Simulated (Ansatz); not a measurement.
# Be3Ag: the cost of one run

Method: DFT PBE, scalar-relativistic, plane waves, PAW, in Ansatz 0.2.0.

### Step 1. The system as given

The cell holds 20 atoms (Ag5Be15): a = 5.997 Å, b = 5.839 Å, c = 6.053 Å, α = 89.94°, β = 93.12°, γ = 89.84°.

It is the last frame of an earlier stage of the same melt, run at 1540 K.

Its coordinates follow in the input file.

### Step 2. Stage at 860 K

One k point, a Fermi-Dirac width of 0.074 eV and a fixed cell.

input.yaml reads:

```yaml
crystal:
  lattice:
    - [5.99465, 0.008535, -0.164078]
    - [0.008535, 5.839466, 0.003265]
    - [-0.164078, 0.003265, 6.050403]
  atoms:
    - { symbol: Be, position: [0.659266202, 0.5334537617, 0.7613427483] }
    - { symbol: Be, position: [0.6235588173, 0.1826418433, 0.8162378434] }
    - { symbol: Be, position: [0.4648314881, 0.8252020611, 0.5247972493] }
    - { symbol: Be, position: [0.4238710628, 0.6107540917, 0.1731940511] }
    - { symbol: Be, position: [0.6874669891, 0.3377699552, 0.1186149667] }
    - { symbol: Be, position: [0.0266566079, 0.4176263383, 0.2996426916] }
    - { symbol: Be, position: [0.9477075985, 0.3408261052, 0.6674149775] }
    - { symbol: Be, position: [0.3395380807, 0.4834607309, 0.5750136868] }
    - { symbol: Be, position: [0.5522996832, 0.9923865289, 0.1067270498] }
    - { symbol: Be, position: [0.9478475001, 0.1324187263, 0.9915459523] }
    - { symbol: Be, position: [0.1723938384, 0.9392980144, 0.2117667825] }
    - { symbol: Be, position: [0.1655548096, 0.0657486465, 0.5343379047] }
    - { symbol: Be, position: [0.7451735344, 0.5961566082, 0.4055859013] }
    - { symbol: Be, position: [0.0975942483, 0.7222704947, 0.4844174368] }
    - { symbol: Be, position: [0.8954632158, 0.0508356734, 0.3530223459] }
    - { symbol: Ag, position: [0.2813680893, 0.2991607454, 0.9300909765] }
    - { symbol: Ag, position: [0.8099604877, 0.8885472371, 0.6814007314] }
    - { symbol: Ag, position: [0.2759086284, 0.7848252568, 0.8689019488] }
    - { symbol: Ag, position: [0.858352274, 0.6956256968, 0.086259082] }
    - { symbol: Ag, position: [0.5247596684, 0.2140588992, 0.4198227827] }
  symmetry: { detect: false }
basis:
  ecutwfc: 420
  xc_grid: 1
kpoints:
  mp_grid: { grid: [1, 1, 1], shift: [0.25, 0.25, 0.25] }
hamiltonian:
  xc: pbe
scf:
  occupations: { method: fermi_dirac, width: 0.0741 }
  lower_state_search: "off"
  convergence: { dr2_threshold: 1.0e-05 }
output:
  forces: true
  stress: true
md:
  timestep: 1.5
  n_steps: 250
  ensemble: nvt_langevin
  friction: 0.03
  temperature: 860.0
  initial_velocities: maxwell_boltzmann
  seed: 60161
```

Started as:

```bash
ansatz run input.yaml --threads 2 --pin off --max-ram 5120MiB --backend cpu --events-out ev --progress --plain --runs-dir out
```

**Question.** How long does this run take on 2 threads of Arm Neoverse V2, shared host, and how much memory does it need?

About 3 min, with a peak of 0.46 GiB.
